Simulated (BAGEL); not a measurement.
**A workflow on CH6AlFSi (SMILES C[SiH2][AlH][F])**

We compute the energy (HF/def2-SVP), then a single-point energy (NEVPT2(2,2)/def2-SVP), then a single-point energy (CASPT2(2,2)/def2-SVP) of CH6AlFSi. 

The results are computed with BAGEL 1.2.2.

1 further run of the same task is left out (set aside as unsound or not needed).

## Step 1: The system as given

The species is CH6AlFSi (10 atoms), meant as a singlet with charge 0. As SMILES, `C[SiH2][AlH][F]`. The C1–H7 distance was set to 2.512 Å, away from the relaxed value. At this shape a bond of the SMILES string is far longer than usual.

Bond lengths: C1–Si2 1.882 Å, Si2–Al3 2.453 Å, Al3–F4 1.655 Å, C1–H5 1.092 Å, C1–H6 1.092 Å, Si2–H8 1.493 Å, Si2–H9 1.493 Å, Al3–H10 1.586 Å. Some angles: C1–Si2–Al3 113.1°, Si2–Al3–F4 117.3°, C1–Si2–H8 109.7°, C1–Si2–H9 109.6°, Al3–Si2–H8 109.0°, Al3–Si2–H9 108.9°, Si2–C1–H5 110.6°, Si2–C1–H6 111.0°, Si2–Al3–H10 127.4°, F4–Al3–H10 115.3°.

## Step 2: The energy at HF/def2-SVP (density fitting with svp-jkfit) (run 1)

calc.json reads:

```json
{ "bagel" : [

{
  "title" : "molecule",
  "basis" : "svp",
  "df_basis" : "svp-jkfit",
  "angstrom" : true,
  "geometry" : [
    { "atom" : "C", "xyz" : [   -1.208395,    1.484399,   -0.620422 ] },
    { "atom" : "Si", "xyz" : [   -1.904995,    0.147999,    0.507378 ] },
    { "atom" : "Al", "xyz" : [   -1.097195,   -2.099601,   -0.052222 ] },
    { "atom" : "F", "xyz" : [   -1.688995,   -3.362101,    0.839378 ] },
    { "atom" : "H", "xyz" : [   -1.588695,    2.467199,   -0.333522 ] },
    { "atom" : "H", "xyz" : [   -1.487595,    1.303099,   -1.660622 ] },
    { "atom" : "H", "xyz" : [    1.299800,    1.551100,   -0.495300 ] },
    { "atom" : "H", "xyz" : [   -3.396395,    0.160299,    0.438878 ] },
    { "atom" : "H", "xyz" : [   -1.546895,    0.452699,    1.924778 ] },
    { "atom" : "H", "xyz" : [   -0.056595,   -2.495601,   -1.181722 ] }
  ]
},
{ "title" : "hf" },
{ "title" : "print", "file" : "orbitals.molden", "orbitals" : true }

]}
```

Command:

```
$ BAGEL_NUM_THREADS=1 BAGEL calc.json > calc.out
```

The program printed:

```text
* using 1 threads per process

  ===============================================================
  ===============================================================

  *** Geometry ***

  { "atom" : "C", "xyz" : [     -2.283536,      2.805108,     -1.172428 ] },
  { "atom" : "Si", "xyz" : [     -3.599919,      0.279678,      0.958805 ] },
  { "atom" : "Al", "xyz" : [     -2.073398,     -3.967671,     -0.098685 ] },
[... 6 lines of this table left out ...]
  { "atom" : "H", "xyz" : [     -0.106949,     -4.716002,     -2.233131 ] },

  Number of auxiliary basis functions:      516

  Since a DF basis is specified, we compute 2- and 3-index integrals:
    o Being stored without compression. Storage requirement is 0.036 GB

  Number of basis functions:       94
  Number of electrons      :       48

    * METHOD: MOLECULE                             0.21

  *** RHF ***

  === Nuclear Repulsion ===
   188.6851458478

      * DIIS with orbital gradients will be used.

  === RHF iteration (svp) ===
      0       -670.94775648          0.01772758           0.07
      1       -671.09851053          0.01393556           0.07
      2       -671.22256215          0.00162231           0.07
[... 11 lines of this table left out ...]
     14       -671.22731005          0.00000001           0.08
    * SCF iteration converged.

    * Permanent dipole moment:
           (    0.709906,    -0.523991,     0.408331) a.u.

    * METHOD: HF                                   1.26

    * METHOD: PRINT                                0.01

  ===============================================================
```

Wall time 1.8 s (1 thread of Intel Xeon 6975P-C (Granite Rapids), shared host); peak memory 0.15 GiB.

## Step 3: A single-point energy at NEVPT2(2,2)/def2-SVP (density fitting with svp-jkfit) (run 2)

job.json reads:

```json
{ "bagel" : [

{
  "title" : "molecule",
  "basis" : "svp",
  "df_basis" : "svp-jkfit",
  "angstrom" : "true",
  "geometry" : [
    { "atom" : "C", "xyz" : [   -1.208395,    1.484399,   -0.620422 ] },
    { "atom" : "Si", "xyz" : [   -1.904995,    0.147999,    0.507378 ] },
    { "atom" : "Al", "xyz" : [   -1.097195,   -2.099601,   -0.052222 ] },
    { "atom" : "F", "xyz" : [   -1.688995,   -3.362101,    0.839378 ] },
    { "atom" : "H", "xyz" : [   -1.588695,    2.467199,   -0.333522 ] },
    { "atom" : "H", "xyz" : [   -1.487595,    1.303099,   -1.660622 ] },
    { "atom" : "H", "xyz" : [    1.299800,    1.551100,   -0.495300 ] },
    { "atom" : "H", "xyz" : [   -3.396395,    0.160299,    0.438878 ] },
    { "atom" : "H", "xyz" : [   -1.546895,    0.452699,    1.924778 ] },
    { "atom" : "H", "xyz" : [   -0.056595,   -2.495601,   -1.181722 ] }
  ]
},
{ "title" : "hf" },
{ "title" : "casscf", "nstate" : 1, "nact" : 2, "nclosed" : 23, "active" : [24, 25], "maxiter" : 200, "natocc" : "true" },
{ "title" : "nevpt2", "nstate" : 1, "nact" : 2, "nclosed" : 23, "active" : [24, 25], "maxiter" : 200, "natocc" : "true", "ncore" : 12 },
{ "title" : "print", "file" : "orbitals.molden", "orbitals" : "true" }

]}
```

Command:

```
$ BAGEL_NUM_THREADS=1 BAGEL job.json > job.out
```

The program printed:

```text
* using 1 threads per process

  ===============================================================
  ===============================================================

  *** Geometry ***

  { "atom" : "C", "xyz" : [     -2.283536,      2.805108,     -1.172428 ] },
  { "atom" : "Si", "xyz" : [     -3.599919,      0.279678,      0.958805 ] },
  { "atom" : "Al", "xyz" : [     -2.073398,     -3.967671,     -0.098685 ] },
[... 6 lines of this table left out ...]
  { "atom" : "H", "xyz" : [     -0.106949,     -4.716002,     -2.233131 ] },

[... 23 lines left out ...]
    * SCF iteration converged.
[... 1 line left out ...]
    * Permanent dipole moment:
[... 27 lines left out ...]
    * Second-order optimization converged. *
[... 9 lines left out ...]
     * ci vector, state   0, <S^2> = 0.0000
[... 3 lines left out ...]
    * METHOD: CASSCF                               4.10

    * freezing 12 orbitals

  === DF-NEVPT2 calculation ===

    * 3-index integral transformation done
    * assembly done

      NEVPT2 correlation energy:   -0.4642361277      0.15

          (+0)     -0.4205749324
          (+0)'    -0.0087201746
          (+1)     -0.0067968992
          (+1)'    -0.0000000000
          (+2)     -0.0001840222
          (-1)     -0.0271565440
          (-1)'     0.0000000000
          (-2)     -0.0008035554

      NEVPT2 total energy:       -671.7785125183

    * METHOD: NEVPT2                               0.28

    * METHOD: PRINT                                0.01

  ===============================================================
```

Wall time 6.3 s (1 thread of Intel Xeon 6975P-C (Granite Rapids), shared host); peak memory 0.14 GiB.

## Step 4: The energy at CASPT2(2,2)/def2-SVP (density fitting with svp-jkfit) (run 3)

job.json reads:

```json
{ "bagel": [

{
  "title": "molecule",
  "basis": "svp",
  "df_basis": "svp-jkfit",
  "angstrom": true,
  "geometry": [
    { "atom": "C", "xyz": [   -1.208395,    1.484399,   -0.620422 ] },
    { "atom": "Si", "xyz": [   -1.904995,    0.147999,    0.507378 ] },
    { "atom": "Al", "xyz": [   -1.097195,   -2.099601,   -0.052222 ] },
    { "atom": "F", "xyz": [   -1.688995,   -3.362101,    0.839378 ] },
    { "atom": "H", "xyz": [   -1.588695,    2.467199,   -0.333522 ] },
    { "atom": "H", "xyz": [   -1.487595,    1.303099,   -1.660622 ] },
    { "atom": "H", "xyz": [    1.299800,    1.551100,   -0.495300 ] },
    { "atom": "H", "xyz": [   -3.396395,    0.160299,    0.438878 ] },
    { "atom": "H", "xyz": [   -1.546895,    0.452699,    1.924778 ] },
    { "atom": "H", "xyz": [   -0.056595,   -2.495601,   -1.181722 ] }
  ]
},
{ "title": "hf" },
{ "title": "casscf", "nstate": 1, "nact": 2, "nclosed": 23, "active": [24, 25], "maxiter": 200, "natocc": true },
{ "title": "print", "file": "orbitals.molden", "orbitals": true },
{ "title": "smith", "method": "caspt2", "ms": true, "xms": true, "sssr": true, "shift": 0.2, "shift_imag": true, "ncore": 12 }

]}
```

Command:

```
$ BAGEL_NUM_THREADS=1 BAGEL job.json > job.out
```

The program printed:

```text
* using 1 threads per process

  ===============================================================
  ===============================================================

  *** Geometry ***

  { "atom" : "C", "xyz" : [     -2.283536,      2.805108,     -1.172428 ] },
  { "atom" : "Si", "xyz" : [     -3.599919,      0.279678,      0.958805 ] },
  { "atom" : "Al", "xyz" : [     -2.073398,     -3.967671,     -0.098685 ] },
[... 6 lines of this table left out ...]
  { "atom" : "H", "xyz" : [     -0.106949,     -4.716002,     -2.233131 ] },

[... 25 lines left out ...]
    * Permanent dipole moment:
[... 37 lines left out ...]
     * ci vector, state   0, <S^2> = 0.0000
[... 21 lines left out ...]
       #      aibj      arbs      arbi      airj      risj      airs      arst      rist         Etot      error   time
[... 7 lines left out ...]
      ------------------------------------------------------------------------------------------------------------------

    * CASPT2 energy : state  0     -671.7829517784
        w/o shift correction       -671.7801993729
        reference weight              0.8650885902

    * METHOD: SMITH                                0.58

  ===============================================================
```

It took 6.6 s on 1 thread of Intel Xeon 6975P-C (Granite Rapids), shared host; peak memory 0.2 GiB.

## Step 5: Summary of results

| quantity | value |
| --- | --- |
| run 1, HF/def2-SVP: total energy | -671.22731 Eh |
| run 1, HF/def2-SVP: dipole moment | 2.47 D |
| run 1, HF/def2-SVP: HOMO energy | -9.00 eV |
| run 1, HF/def2-SVP: LUMO energy | -0.33 eV |
| run 1, HF/def2-SVP: HOMO–LUMO gap | 8.67 eV |
| run 2, NEVPT2(2,2)/def2-SVP: total energy | -671.77851 Eh |
| run 3, CASPT2(2,2)/def2-SVP: total energy | -671.78295 Eh |
